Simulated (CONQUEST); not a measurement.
This CONQUEST 1.3 run on Pb needs a look.

File Conquest_input:

```
IO.Title Pb
IO.Coordinates coords.dat
IO.FractionalAtomicCoords F
IO.Iprint 2
IO.Iprint_init 1
General.NumberOfSpecies 1
General.PseudopotentialType hamann
General.FunctionalType 1
General.DifferentFunctional T
AtomMove.TypeOfRun static
AtomMove.FullStress T
Grid.GridCutoff 2
DM.SolutionMethod diagon
Diag.MPMesh T
Diag.GammaCentred T
Diag.MPMeshX 4
Diag.MPMeshY 4
Diag.MPMeshZ 1
Diag.kT 0.00367493
minE.SCTolerance 1e-6
SC.MaxIters 80
IO.AtomChargeOutput T
SC.KerkerPreCondition T
SC.KerkerFactor 0.3
SC.LinearMixingFactor 0.3
%block ChemicalSpeciesLabel
1 207.200 Pb
%endblock
```

File coords.dat:

```
    6.6004820012     0.0000000000     0.0000000000
    0.0000000000     6.6004820012     0.0000000000
    0.0000000000     0.0000000000    47.0148741998
5
  3.3002410006   3.3002410006  32.8419282875 1 T T T
  0.0000000000   0.0000000000  28.1746826937 1 T T T
  3.3002410006   3.3002410006  23.5074370999 1 T T T
  0.0000000000   0.0000000000  18.8401915061 1 T T T
  3.3002410006   3.3002410006  14.1729459123 1 T T T
```

Potentials or basis: PseudoDojo NC LDA, DZP, grid cutoff 2 Ha.

Launch:

```console
$ OMP_NUM_THREADS=1 Conquest
```

Output:

```text
Simulation cell dimensions:     6.6005 a0 x     6.6005 a0 x    47.0149 a0

      Atomic coordinates (a0)
         Atom         X         Y         Z  Species
            1    3.3002    3.3002   32.8419        1
            2    0.0000    0.0000   28.1747        1
            3    3.3002    3.3002   23.5074        1
            4    0.0000    0.0000   18.8402        1
            5    3.3002    3.3002   14.1729        1

         Monkhorst-Pack mesh:   4 x   4 x   1 gamma-centred
        This calculation includes non-local pseudopotentials,
         with a maximum core radius of      7.45175116

    Job title: Pb
    Job to be run: static calculation

    Ground state search:
      Support functions represented with PAO basis
      1:1 PAO to SF mapping
[... 105 lines left out ...]
    PulayMixSC: Pulay iteration    72 residual:              0.16966E-04
          Harris-Foulkes Energy            :      -366.520237588454336 Ha
          GroundState Energy (E-(1/2)TS)   :      -366.521621455856689 Ha
          Free Energy (E-TS)               :      -366.523005323259042 Ha
          DFT Total Energy                 :      -366.519825685228056 Ha
          Total number of electrons        :        77.102244586151500
    PulayMixSC: Pulay iteration    73 residual:              0.16648E-04
          Harris-Foulkes Energy            :      -366.520265758799383 Ha
          GroundState Energy (E-(1/2)TS)   :      -366.521649028760692 Ha
          Free Energy (E-TS)               :      -366.523032298721944 Ha
          DFT Total Energy                 :      -366.519822991631884 Ha
[... 23 lines left out ...]
          DFT Total Energy                 :      -366.519889193199674 Ha
          Total number of electrons        :        77.094053298806983
    PulayMixSC: Pulay iteration    78 residual:              0.15438E-04
          Harris-Foulkes Energy            :      -366.520227161373668 Ha
          GroundState Energy (E-(1/2)TS)   :      -366.521609519483832 Ha
          Free Energy (E-TS)               :      -366.522991877594052 Ha
          DFT Total Energy                 :      -366.519907215859121 Ha
          Total number of electrons        :        77.094362861469705
    PulayMixSC: Pulay iteration    79 residual:              0.15206E-04
          Harris-Foulkes Energy            :      -366.520174607764147 Ha
          GroundState Energy (E-(1/2)TS)   :      -366.521556406376305 Ha
          Free Energy (E-TS)               :      -366.522938204988407 Ha
          DFT Total Energy                 :      -366.519966470603322 Ha
          Total number of electrons        :        77.100267513814316
    PulayMixSC: Pulay iteration    80 residual:              0.14390E-04
          ********** LateSC **********
  Error in process    1
  lateSC: too many iterations:         80        80

MPI_ABORT
```

Question: Diagnose the run.

Answer: The run did not converge. The input holds a flaw that was put in on purpose: grid cutoff far too low (Grid.GridCutoff = 2).
